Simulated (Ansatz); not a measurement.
**UCCSDTQ/STO-3G run of BSiH2F (SMILES B[Si]F)**

What is the electronic atomisation energy of BSiH2F at UCCSDTQ/STO-3G? 

Program for the calculation: Ansatz 0.2.0.

63 further runs of the same task are left out: 3 that didn't finish, 60 set aside as unsound or not needed.

## Step 1: The structure to begin with

BSiH2F has 5 atoms, charge 0, and is taken as a triplet. SMILES: `B[Si]F`. The coordinates come from a GFN2-xTB relaxation.

Bond lengths: B1–Si2 1.877 Å, Si2–F3 1.654 Å, B1–H4 1.171 Å, B1–H5 1.174 Å. Angles: B1–Si2–F3 118.5°, Si2–B1–H4 120.0°, Si2–B1–H5 119.8°, H4–B1–H5 120.2°.

## Step 2: The energy at UCCSDTQ/STO-3G

Contents of job.yaml:

```yaml
crystal:
  periodic: [false, false, false]
  atoms:
    - {symbol: B, position_ang: [0.234950, 0.685700, -0.124130]}
    - {symbol: Si, position_ang: [-0.890020, -0.807470, -0.293660]}
    - {symbol: F, position_ang: [-0.519870, -2.176130, 0.558950]}
    - {symbol: H, position_ang: [-0.000350, 1.667090, -0.717680]}
    - {symbol: H, position_ang: [1.175290, 0.630810, 0.576520]}
basis:
  gaussian:
    orbitals: STO-3G
magnetization:
  spin_polarized: true
  initial_magnetization: 2
correlation:
  method: ccsdtq
  frozen_orbitals: {B: 1, F: 1, H: 0, Si: 5}
accuracy: high
scf:
  omitted_lower_state_checks: [cluster_reference, increment]
```

The run is started by

```
$ ansatz run job.yaml --threads 1 --pin off --max-ram 2610MiB --events-out events.jsonl --progress --plain --runs-dir runs
```

Log:

```text
Warning: RAYON_NUM_THREADS=1 ignored (pool sized by the plan → 1); use --threads N
[... 12 lines left out ...]
7 core orbitals not correlated: weight in the atoms' cores, before any rotation towards them, 1.000 or more for the frozen orbitals, at most 0.000 for the correlated occupied ones
[... 38 lines left out ...]
Total energy: -11134.73642377 eV, -409.1940161783 hartree
Checks for a lower state left out: cluster_reference, increment
```

It took 84 s on 1 thread of Arm Neoverse V1, shared host; peak memory 0.47 GiB.

## Step 3: The B atom

Contents of input.yaml:

```yaml
crystal:
  periodic: [false, false, false]
  atoms:
    - {symbol: B, position_ang: [0.000000, 0.000000, 0.000000]}
basis:
  gaussian: {orbitals: STO-3G}
total_charge: 0
magnetization: {spin_polarized: true, initial_magnetization: 1}
correlation: {method: ccsdtq, frozen_orbitals: {B: 1}}
accuracy: high
scf: {omitted_lower_state_checks: [cluster_reference, increment]}
```

The run is started by

```
$ ansatz run input.yaml --threads 1 --pin off --max-ram 2610MiB --events-out events.jsonl --progress --plain --runs-dir runs
```

Log, cut to the lines that bear on the results:

```text
Warning: RAYON_NUM_THREADS=1 ignored (pool sized by the plan → 1); use --threads N
Functional definition: HF
  name "HF"
[...]
15 factors; integrals over basis functions are off by at most 8.9e-10 eV
[...]
mean field -657.12745801 eV, -24.1489886649 hartree, gradient 0.0e0 eV, S^2 0.750000; 4 other end points of the search recorded, 0 dependent functions left out
1 core orbitals not correlated: weight in the atoms' cores, before any rotation towards them, 1.000 or more for the frozen orbitals, at most 0.000 for the correlated occupied ones
reference -657.12745801 eV, -24.1489886649 hartree; 2, 1 occupied and 2, 3 virtual orbitals, 15 factors
second order -0.50768279 eV of doubles, 0.00000000 eV of singles
cycle   1  -0.78653408 eV  change   -2.8e-1 eV  update   6.4e-2
[...]
cycle  10  -1.08840109 eV  change  -4.4e-12 eV  update  4.9e-13
Total energy: -658.21585910 eV, -24.1889866671 hartree
Checks for a lower state left out: cluster_reference, increment
```

Wall time 1.9 s (1 thread of Arm Neoverse V1, shared host).

## Step 4: The F atom at the same level

Contents of molecule.yaml:

```yaml
basis:
  gaussian: {orbitals: STO-3G}
crystal:
  periodic: [false, false, false]
  atoms:
    - {symbol: F, position_ang: [0.000000, 0.000000, 0.000000]}
magnetization: {spin_polarized: true, initial_magnetization: 1}
correlation: {method: ccsdtq, frozen_orbitals: {F: 1}}
accuracy: high
scf: {omitted_lower_state_checks: [cluster_reference, increment]}
```

Run the same way, it converges to -97.98651 Eh (log not shown).

## Step 5: The H atom: a single-point energy at UHF/STO-3G

Contents of molecule.yaml:

```yaml
crystal:
  periodic: [false, false, false]
  atoms:
    - {symbol: H, position_ang: [0.000000, 0.000000, 0.000000]}
basis:
  gaussian: {orbitals: STO-3G}
magnetization: {spin_polarized: true, initial_magnetization: 1}
hamiltonian: {xc: hf}
accuracy: high
```

Run the same way, it converges to -0.46658 Eh (log not shown).

## Step 6: The Si atom, same level

Contents of in.yaml:

```yaml
crystal:
  periodic: [false, false, false]
  atoms:
    - {symbol: Si, position_ang: [0.000000, 0.000000, 0.000000]}
basis:
  gaussian:
    orbitals: STO-3G
magnetization:
  spin_polarized: true
  initial_magnetization: 2
correlation:
  method: ccsdtq
  frozen_orbitals: {Si: 5}
accuracy: high
scf:
  omitted_lower_state_checks: [cluster_reference, increment]
```

Run the same way, it converges to -285.47963 Eh (log not shown).

## Step 7: What came out

At UCCSDTQ/STO-3G, 7 core orbitals frozen:

| quantity | value |
| --- | --- |
| molecule: total energy | -409.19402 Eh |
| molecule: correlation energy (7 core orbitals frozen) | -112.2 mEh |
| molecule: ⟨S²⟩ of the reference determinant | 2.005 |
| molecule: T1 diagnostic | 0.033 |
| B atom: total energy | -24.18899 Eh |
| B atom: correlation energy (1 core orbital frozen) | -40.0 mEh |
| B atom: ⟨S²⟩ of the reference determinant | 0.750 |
| B atom: T1 diagnostic | 0.000 |
| F atom: total energy | -97.98651 Eh |
| F atom: correlation energy (1 core orbital frozen) | 0.0 mEh |
| F atom: ⟨S²⟩ of the reference determinant | 0.750 |
| F atom: T1 diagnostic | 0.000 |
| H atom: total energy | -0.46658 Eh |
| H atom: ⟨S²⟩ | 0.750 |
| Si atom: total energy | -285.47963 Eh |
| Si atom: correlation energy (5 core orbitals frozen) | -13.4 mEh |
| Si atom: ⟨S²⟩ of the reference determinant | 2.000 |
| Si atom: T1 diagnostic | 0.000 |
| electronic atomisation energy | 16.483 eV |

In words: Taking the molecule apart into free atoms costs 16.48 eV (1590 kJ/mol), before zero-point energy and without spin-orbit coupling. In a minimal basis such a difference can be off by several eV, whatever the method.
